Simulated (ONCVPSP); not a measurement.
**P: generating and testing an ONCV potential**

Aim: build the potential from the settings below, then test how well it stands in for the atom: other configurations, scattering, ghost states and the plane-wave cutoff that it needs.

The numbers are computed with ONCVPSP 4.0.1.1 (patched build) (PBEsol, scalar-relativistic, spin-unpolarised reference atom).

### Step 1. Settings

The settings as typed:

- element: phosphorus (P, Z = 15)
- type: optimised norm-conserving Vanderbilt (ONCV)
- frozen core: [Ne]
- valence charge: 5
- reference configuration: 3s1 3p4
- partial waves: 3s: rc 1.45 bohr, ncon 5, nbas 10, qcut 5.4 1/bohr, 2 projectors, debl 0.8 Ha; 3p: rc 1.75 bohr, ncon 3, nbas 7, qcut 4.2 1/bohr, 3 projectors, debl 1.8 Ha; d scattering state at 0.26 Ha: rc 1.85 bohr, ncon 4, nbas 8, qcut 5.8 1/bohr, 3 projectors, debl 2.8 Ha
- local potential: polynomial inside 1.05 bohr (lpopt 4, dvloc0 0 Ha)
- core correction: polynomial model core, fcfact 0.5

### Step 2. Generation

The input, P.dat:

```
# ATOM AND REFERENCE CONFIGURATION
# atsym  z   nc   nv     iexc    psfile
  P 15.00    3    2  -116133      upf
#
#   n    l    f
    1    0    2.00
    2    0    2.00
    2    1    6.00
    3    0    1.00
    3    1    4.00
#
# PSEUDOPOTENTIAL AND OPTIMIZATION
# lmax
    2
#
#   l,   rc,      ep,       ncon, nbas, qcut
    0    1.45    0.00    5   10    5.40
    1    1.75    0.00    3    7    4.20
    2    1.85    0.26    4    8    5.80
#
# LOCAL POTENTIAL
# lloc, lpopt,  rc(5),   dvloc0
    4    4    1.05    0.00
#
# VANDERBILT-KLEINMAN-BYLANDER PROJECTORs
# l, nproj, debl
    0    2    0.80
    1    3    1.80
    2    3    2.80
#
# MODEL CORE CHARGE
# icmod, fcfact, rcfact
    1    0.50    0.00
#
# LOG DERIVATIVE ANALYSIS
# epsh1, epsh2, depsh
   -2.00    5.00    0.02
#
# OUTPUT GRID
# rlmax, drl
    6.00    0.01
#
# TEST CONFIGURATIONS
# ncnf
    4
# nvcnf
#   n    l    f
    2
    3    0    2.00
    3    1    3.00
#
    2
    3    0    2.00
    3    1    2.00
#
    2
    3    0    2.00
    3    1    1.00
#
    2
    3    0    2.00
    3    1    0.00
#
```

Run with:

```console
oncvpsp.x < P.dat > P.out
```

What does the calculation give? Wanted: cutoffs for 1 and 0.1 mHa per electron, occupied waves; bound ghosts; GHOST(+) flags; largest test error; largest phase difference near zero energy, channels read; rms error of d²Exc/dn², without and with the model core.

As calculated:

```
                                                quantity                 value
  cutoffs for 1 and 0.1 mHa per electron, occupied waves       11 Ha and 28 Ha
                                            bound ghosts       s at -133.09 eV
                                          GHOST(+) flags    none at low energy
                            largest test error (AE − PS)  +28 meV, for 3s2 3p0
largest phase difference near zero energy, channels read             0.000 rad
 rms error of d²Exc/dn², without and with the model core     2.16 and 0.42 mHa
```

What this shows: It has a bound ghost (s), a state that the atom doesn't have, and that rules the file out. The worst unpolarised test, 3s2 3p0, is off by 28 meV on 50.0 eV; by total energies transferability rates as fair. That test lies far up in energy; among those under 40 eV, nearer to bonding, the largest error is 7.3 meV. The potential is soft on the atom at that tolerance: the looser tolerance needs 11 Ha. The tighter tolerance needs 28 Ha, and converged work needs a cutoff nearer that. At the looser tolerance the 3s wave is the slowest; 3p needs 4 Ha. That counts occupied waves only; other projectors can need more. Near zero energy the phases of the channels with partial waves agree within 0.001 rad. All of this concerns the isolated atom, not yet a solid.
